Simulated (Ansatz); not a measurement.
**GeSe: taking an electron away**

Aim: the vertical ionisation energy of GeSe, as cation minus neutral at the neutral's geometry, on several levels, and how well −ε(HOMO) stands in for it.

Method: unrestricted cation, the program's frozen cores in correlated methods; program: Ansatz 0.2.0, Gaussian basis.

The runs, in order: UKS PBE-D4/def2-TZVPP; UKS r2SCAN-D4/def2-TZVPP; UKS PBE0-D4/def2-TZVPP; UKS B3LYP-D4/def2-TZVPP; UKS wB97X-V/def2-TZVPP; UKS wB97M-V/def2-TZVPP; UKS B2PLYP/def2-TZVPP; UHF-CCSD(T)/def2-TZVPP; UHF-MP2/def2-QZVPP; extrapolation to the limit; then −ε(HOMO) from the neutral's earlier runs with LDA (SPW92), PBE-D4, revPBE-D4, BLYP-D4, r2SCAN-D4, B97M-V, PBE0-D4, B3LYP-D4, r2SCANh-D4, r2SCAN0-D4, HSE06-D4, BHLYP-D4, CAM-B3LYP-D4, LC-ωPBE, ωB97X-V, ωB97M-V.

### Step 1. Structure used throughout

All runs share one geometry, relaxed beforehand with PBE0-D4/def2-TZVP.

SMILES `[Ge-]#[Se+]`, 2 atoms, charge 0, spin multiplicity 1.

Atoms are counted from 1 here; the program's logs count them from 0.

Bond lengths: Ge1–Se2 2.140 Å.

### Step 2. Cation, UKS PBE-D4/def2-TZVPP

File in.yaml:

```yaml
crystal:
  periodic: [false, false, false]
  atoms:
    - {symbol: Ge, position_ang: [0.000000, -0.000000, -0.002836]}
    - {symbol: Se, position_ang: [-0.000000, 0.000000, 2.137465]}
basis:
  gaussian: {orbitals: def2-TZVPP}
total_charge: 1
magnetization: {spin_polarized: true, initial_magnetization: 1}
hamiltonian: {xc: pbe, dispersion: d4}
```

The run is started by

```bash
ansatz run in.yaml --threads 4 --pin off --events-out ev --progress --plain --max-ram 10444MiB
```

Further steps of the session: Cation, UKS r2SCAN-D4/def2-TZVPP; Cation, UKS PBE0-D4/def2-TZVPP; Cation, UKS B3LYP-D4/def2-TZVPP; Cation, UKS wB97X-V/def2-TZVPP; Cation, UKS wB97M-V/def2-TZVPP; Cation, UKS B2PLYP (frozen core)/def2-TZVPP; Cation, UHF-CCSD(T)/def2-TZVPP; Cation, UHF-MP2/def2-QZVPP.

**Question.** What will the summary of the whole plan be? Wanted: ionisation energy, CCSD(T)/CBS; nearest functional by difference; nearest −ε(HOMO); −ε(HOMO) of PBE; T1 of the cation.

The runs gave:

| quantity | value |
| --- | --- |
| ionisation energy, CCSD(T)/CBS | 9.98 eV |
| nearest functional by difference | r2SCAN-D4 (-0.08 eV) |
| nearest −ε(HOMO) | LC-ωPBE (+0.03 eV) |
| −ε(HOMO) of PBE | 6.60 eV |
| T1 of the cation | 0.014 |

In words: Energy differences with functionals land within 0.36 eV of the reference. The PBE orbital energy is 3.4 eV too small: a semilocal HOMO is no ionisation energy. Among orbital estimates LC-ωPBE comes nearest. Hartree-Fock falls 1.45 eV short, as the neutral has more correlation energy than the cation. Correlated methods include outer-core shells of Ge, Se, which these sets cover unevenly. With outer-core shells in play the reference is unsure by up to some tenths of an eV, so close misses can't be ranked.
